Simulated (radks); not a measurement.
**Taking charge from the 3p level of K²⁺ in fractions**

The task here is to estimate one member of a computed series from the others.

Program: radks (a radial shooting solver on a logarithmic mesh, Libxc functionals) version 1. Level of theory: non-relativistic Kohn-Sham, r2SCAN, spin-polarised, spherical densities, point nucleus. These are calculated values, not measurements, unless marked.

## The atom as given

- element: potassium (Z = 19)
- charge: +2
- electrons: 17
- configuration: [Ne] 3s2 3p(up 3, down 2)

A shell typed twice in an input gives spin up, then spin down.

The first run:

Settings of this run:

```text
Z 19
configuration [Ne] 3s2 3p3 3p2
relativity non-relativistic
functional r2scan,r2scan
spin polarised
nucleus point
```

Among the steps run: Start: [Ne] 3s2 3p(up 3, down 2).

One table of the session follows, with a row left open; its other results are not shown here.

It belongs to the step «Start: [Ne] 3s2 3p(up 3, down 2)». Radial moments (bohr):

| level | <r> | outermost maximum (interpolated) | 90 % within | nodes |
| --- | --- | --- | --- | --- |
| 2s up | 0.3884 | 0.320 | 0.605 | 1 |
| 2s down | 0.3884 | 0.320 | 0.604 | 1 |
| 2p up | ? | ? | ? | ? |
| 2p down | 0.3506 | 0.264 | 0.578 | 0 |
| 3s up | 1.240 | 1.07 | 1.85 | 2 |
| 3s down | 1.247 | 1.07 | 1.87 | 2 |
| 3p up | 1.350 | 1.13 | 2.06 | 1 |
| 3p down | 1.361 | 1.14 | 2.09 | 1 |

Estimate the missing values for 2p up.

The run gave: <r>: 0.3505; outermost maximum (interpolated): 0.263; 90 % within: 0.578; nodes: 0. In the column «<r>» it is the lowest.
